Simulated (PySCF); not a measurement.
# ZrNOH: structure of the singlet

Where does singlet ZrNOH go from a bent start, is the end point a minimum, and what are its modes, charges and moments?

Program: PySCF 2.14.0. Level of theory: PBE0, basis Zr def2-TZVP with ECP28, N def2-TZVP, O def2-TZVP, H def2-TZVP, scalar-relativistic core potentials, no spin–orbit coupling, density fitting. These are calculated values, not measurements.

**1. The system as given**

4 atoms, charge 0, spin multiplicity 1.

Bond lengths: Zr1–N2 1.870 Å, Zr1–O3 2.170 Å, O3–H4 0.960 Å. Angles: N2–Zr1–O3 110.0°, Zr1–O3–H4 130.0°.

```xyz
4
charge 0 multiplicity 1
Zr    0.0000    0.0000    0.0000
N     1.5318    0.0000    1.0726
O    -1.7776    0.0000    1.2447
H    -2.2830    0.7354    1.5986
```

**2. Finding the electronic state**

The steps below are one call of a driver around PySCF. For each, scf.py gives the equivalent set-up of the SCF; relaxations use the driver's own optimiser. After this first run the driver tries any further starts and a stability analysis.

Input file scf.py:

```python
from pyscf import gto, scf, dft
mol = gto.M(atom='''
Zr     0.000000     0.000000     0.000000
N      1.531800     0.000000     1.072600
O     -1.777600     0.000000     1.244700
H     -2.283000     0.735400     1.598600''',
    basis={'Zr': 'def2-TZVP', 'N': 'def2-TZVP', 'O': 'def2-TZVP', 'H': 'def2-TZVP'},
    ecp={'Zr': 'def2-TZVP'},
    charge=0, spin=0)
mf = dft.RKS(mol, xc='PBE0')
mf.grids.atom_grid = (50, 194)
aux = {'Zr': 'def2-universal-JKFIT', 'N': 'def2-universal-JKFIT', 'O': 'def2-universal-JKFIT', 'H': 'def2-universal-JKFIT'}
mf = mf.density_fit(auxbasis=aux)
mf.conv_tol = 1e-08
mf.diis_space = 10
mf.max_cycle = 60
mf.init_guess = 'minao'
mf.verbose = 4
mf.kernel()
```

Command:

```bash
$ OMP_NUM_THREADS=2 python axn.py task.json out
```

After this run come: Bent start, singlet: relaxation; Frequencies.

Before running it: what results should come out? Wanted: minimum; geometry; wavenumbers; dipole moment; highest occupied, lowest empty level; polar-tensor charge of Zr1; zero-point energy; atomisation energy.

The runs gave:

```
                                 quantity                                                                  value
                                  minimum                                                            singlet, Cs
                                 geometry  O–H 0.958 Å, Zr–N 1.705 Å, Zr–O 1.983 Å; H–O–Zr 122.6°, N–Zr–O 107.7°
                       wavenumbers (cm⁻¹)          232 (a'), 584 (a''), 600 (a'), 646 (a'), 1031 (a'), 3918 (a')
                            dipole moment                                                                 5.84 D
     highest occupied, lowest empty level                                                        -5.72, -2.45 eV
               polar-tensor charge of Zr1                                                                +1.53 e
                        zero-point energy                                                            41.9 kJ/mol
                      entropy at 298.15 K                                                        281.5 J/(mol K)
atomisation energy (no zero-point energy)                                                            1469 kJ/mol
```

What this shows: The bent start (C1) ends in a minimum of Cs symmetry. The strongest infrared band lies at 600 cm⁻¹ (a'). With 5.8 D the molecule is strongly polar. Other starts or spin states, not run here, may lie lower.
